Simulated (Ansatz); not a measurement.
# GeF₄: ionisation energy by level of theory

One table from this session's results is given with a row withheld; the runs are named, their logs left out.

Method: unrestricted cation, the program's frozen cores in correlated methods; program: Ansatz 0.2.0, Gaussian basis.

Plan: UKS PBE-D4/def2-TZVPP; UKS r2SCAN-D4/def2-TZVPP; UKS PBE0-D4/def2-TZVPP; UKS B3LYP-D4/def2-TZVPP; UKS wB97X-V/def2-TZVPP; UKS wB97M-V/def2-TZVPP; UKS B2PLYP/def2-TZVPP; UHF-CCSD(T)/def2-TZVPP; UHF-MP2/def2-QZVPP; extrapolation to the limit; then −ε(HOMO) from the neutral's earlier runs with LDA (SPW92), PBE-D4, revPBE-D4, BLYP-D4, r2SCAN-D4, B97M-V, PBE0-D4, B3LYP-D4, r2SCANh-D4, r2SCAN0-D4, HSE06-D4, BHLYP-D4, CAM-B3LYP-D4, LC-ωPBE, ωB97X-V, ωB97M-V.

## Structure used throughout

All runs share one geometry, relaxed beforehand with PBE0-D4 in a triple-zeta def2 set.

SMILES `[F][Ge]([F])([F])[F]`, 5 atoms, charge 0, spin multiplicity 1.

Atoms are counted from 1 here; the program's logs count them from 0.

Bond lengths: F1–Ge2 1.692 Å, Ge2–F3 1.691 Å, Ge2–F4 1.691 Å, Ge2–F5 1.691 Å. Angles: F1–Ge2–F3 109.5°, F1–Ge2–F4 109.5°, F1–Ge2–F5 109.5°, F3–Ge2–F4 109.5°, F3–Ge2–F5 109.5°, F4–Ge2–F5 109.5°.

Set-up of the first run:

The input, in.yaml:

```yaml
crystal:
  periodic: [false, false, false]
  atoms:
    - {symbol: F, position_ang: [-0.444548, 0.080744, 1.618207]}
    - {symbol: Ge, position_ang: [0.009980, -0.014740, -0.008280]}
    - {symbol: F, position_ang: [1.288075, -1.110397, -0.173147]}
    - {symbol: F, position_ang: [-1.306127, -0.540607, -0.931588]}
    - {symbol: F, position_ang: [0.502519, 1.511299, -0.546592]}
basis:
  gaussian: {orbitals: def2-TZVPP}
total_charge: 1
magnetization: {spin_polarized: true, initial_magnetization: 1}
hamiltonian: {xc: pbe, dispersion: d4}
```

Started as:

```sh
> ansatz run in.yaml --threads 2 --pin off --events-out ev --progress --plain --max-ram 22528MiB --backend cpu
```

Steps of the session up to this table: Cation, UKS PBE-D4/def2-TZVPP; Cation, UKS r2SCAN-D4/def2-TZVPP; Cation, UKS PBE0-D4/def2-TZVPP; Cation, UKS B3LYP-D4/def2-TZVPP; Cation, UKS wB97X-V/def2-TZVPP; Cation, UKS wB97M-V/def2-TZVPP; Cation, UKS B2PLYP (frozen core)/def2-TZVPP; Cation, UHF-CCSD(T)/def2-TZVPP; Cation, UHF-MP2/def2-QZVPP.

One of the session's tables, all rows but one given; the rest of the session is left out.

It belongs to the step «Ionisation energies side by side». Orbital estimates, from the neutral's runs:

```
  functional  −ε(HOMO) (eV)
 LDA (SPW92)          10.78
      PBE-D4          10.48
   revPBE-D4          10.38
     BLYP-D4          10.43
   r2SCAN-D4          11.06
      B97M-V          11.17
     PBE0-D4          12.69
    B3LYP-D4          12.36
  r2SCANh-D4          11.87
  r2SCAN0-D4              ?
    HSE06-D4          12.27
    BHLYP-D4          14.88
CAM-B3LYP-D4          14.29
     LC-ωPBE          15.57
     ωB97X-V          15.26
     ωB97M-V          15.22
```

**Question.** Estimate the row for r2SCAN0-D4.

Worked estimate for «−ε(HOMO) (eV)». Against the share of exact exchange, r2SCAN-D4 (0, 11.06), r2SCANh-D4 (0.1, 11.87) give a slope of 8.10 per unit share; at 0.25 the line stands at 13.08.

**Answer.** −ε(HOMO) (eV): 13.11. In «−ε(HOMO) (eV)» the line misses by -0.03.

To keep in mind: In point group Td the highest level is often degenerate; the cation then breaks the symmetry, and the runs may pick different components.
